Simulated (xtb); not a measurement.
# C2H8AlN (SMILES C=[CH][AlH2-][NH3+]): GFN2-xTB

Wanted: a geometry optimisation of C2H8AlN. 

Program for the calculation: xtb 6.7.1.

7 further runs of the same task are left out: 7 set aside as unsound or not needed.

## (1) The structure to begin with

C2H8AlN: 12 atoms, total charge 0, spin state singlet. SMILES: `C=[CH][AlH2-][NH3+]`. The shape comes from GFN2-xTB, which is rough for such elements, and wasn't checked as a minimum. This is one conformer, not always the lowest. The run starts from this shape.

Bond lengths: C1–C2 1.336 Å, C2–Al3 1.994 Å, Al3–N4 2.072 Å, C1–H5 1.084 Å, C1–H6 1.085 Å, C2–H7 1.094 Å, Al3–H8 1.569 Å, Al3–H9 1.566 Å, N4–H10 1.017 Å, N4–H11 1.017 Å, N4–H12 1.017 Å. Some angles: C1–C2–Al3 114.7°, C2–Al3–N4 102.6°, C1–C2–H7 115.3°, Al3–C2–H7 129.8°, C2–C1–H5 120.2°, C2–C1–H6 124.8°, C2–Al3–H8 121.5°, C2–Al3–H9 116.4°, N4–Al3–H8 94.3°, N4–Al3–H9 97.5°.

## (2) A geometry optimisation at GFN2-xTB

mol.xyz reads:

```xyz
12
C2H8AlN
C     -1.28009000     1.85249000     0.33785000
C     -0.05313000     1.33865000     0.21781000
Al     0.10825000    -0.57159000     0.76503000
N      0.92212000    -1.45653000    -0.92187000
H     -2.10655000     1.22297000     0.64830000
H     -1.54025000     2.88577000     0.13492000
H      0.72237000     2.04558000    -0.09236000
H      1.25580000    -1.05665000     1.71861000
H     -1.22191000    -1.39762000     0.80741000
H      1.05572000    -2.44673000    -0.73363000
H      1.82672000    -1.05275000    -1.15271000
H      0.31097000    -1.36358000    -1.72939000
```

Command:

```sh
$ xtb mol.xyz --gfn2 --opt vtight -c 0 --uhf 0 > out.txt
```

What values should one expect? Wanted: total energy at the end; dipole moment; HOMO energy; LUMO energy; HOMO–LUMO gap; dispersion energy; mean polarisability.

**Answer.** As computed:

Level: GFN2-xTB.

| quantity | value |
| --- | --- |
| total energy at the end | -12.30325 Eh |
| dipole moment | 5.39 D |
| HOMO energy | -9.47 eV |
| LUMO energy | -5.46 eV |
| HOMO–LUMO gap | 4.00 eV |
| dispersion energy | -16.38 kJ/mol |
| mean polarisability (D4 model) | 69.2 bohr³ |

In words: At the final geometry: Bond lengths: C1–C2 1.335 Å, C2–Al3 1.993 Å, Al3–N4 2.072 Å, C1–H5 1.084 Å, C1–H6 1.085 Å, C2–H7 1.094 Å, Al3–H8 1.570 Å, Al3–H9 1.566 Å, N4–H10 1.017 Å, N4–H11 1.017 Å, N4–H12 1.017 Å. Some angles: C1–C2–Al3 114.6°, C2–Al3–N4 102.9°, C1–C2–H7 115.4°, Al3–C2–H7 129.9°, C2–C1–H5 120.1°, C2–C1–H6 124.8°, C2–Al3–H8 121.4°, C2–Al3–H9 116.4°, N4–Al3–H8 94.0°, N4–Al3–H9 97.6°. The optimisation took 10 steps and changed the energy by -0.000 eV.
